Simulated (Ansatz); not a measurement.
# CH4Sb: the cost of one run

All numbers below are computed with Ansatz 0.2.0 (RKS PBE0-D4/def2-SVP).

### 1 The starting structure

Bond lengths: C1–Sb2 1.973 Å, C1–H3 1.085 Å, C1–H4 1.083 Å, Sb2–H5 1.658 Å, Sb2–H6 1.657 Å. Angles: C1–Sb2–H5 120.8°, C1–Sb2–H6 120.9°, H5–Sb2–H6 110.5°, Sb2–C1–H3 118.9°, Sb2–C1–H4 119.0°, H3–C1–H4 117.6°.

As a file:

```xyz
6

C    -0.5697   -0.9262   -0.1479
Sb    0.5558    0.6677    0.1476
H    -0.9714   -1.4517    0.7115
H    -0.4578   -1.4839   -1.0700
H     1.0950    1.5760   -1.1306
H     0.3482    1.6180    1.4894
```

### 2 Relaxing end A

Contents of input.yaml:

```yaml
crystal:
  periodic: [false, false, false]
  atoms:
    - { symbol: C, position_ang: [-0.56974, -0.92618, -0.14794] }
    - { symbol: Sb, position_ang: [0.55579, 0.66771, 0.14759] }
    - { symbol: H, position_ang: [-0.9714, -1.45167, 0.71153] }
    - { symbol: H, position_ang: [-0.45785, -1.48393, -1.07001] }
    - { symbol: H, position_ang: [1.095, 1.57602, -1.13057] }
    - { symbol: H, position_ang: [0.3482, 1.61805, 1.4894] }
total_charge: 1
basis:
  gaussian: { orbitals: def2-SVP }
hamiltonian:
  xc: pbe0
  dispersion: d4
relax:
  f_tol: 0.015
  max_steps: 40
output:
  orbitals: {}
```

On the command line:

```bash
$ ansatz run input.yaml --threads 1 --pin off --max-ram 2048MiB --backend cpu --events-out ev --progress --plain --runs-dir out
```

**Question.** How long does this run take on 1 thread of AMD EPYC 7R43 (Zen 3), shared host, and how much memory does it need?

About 13 s, with a peak of 0.13 GiB.
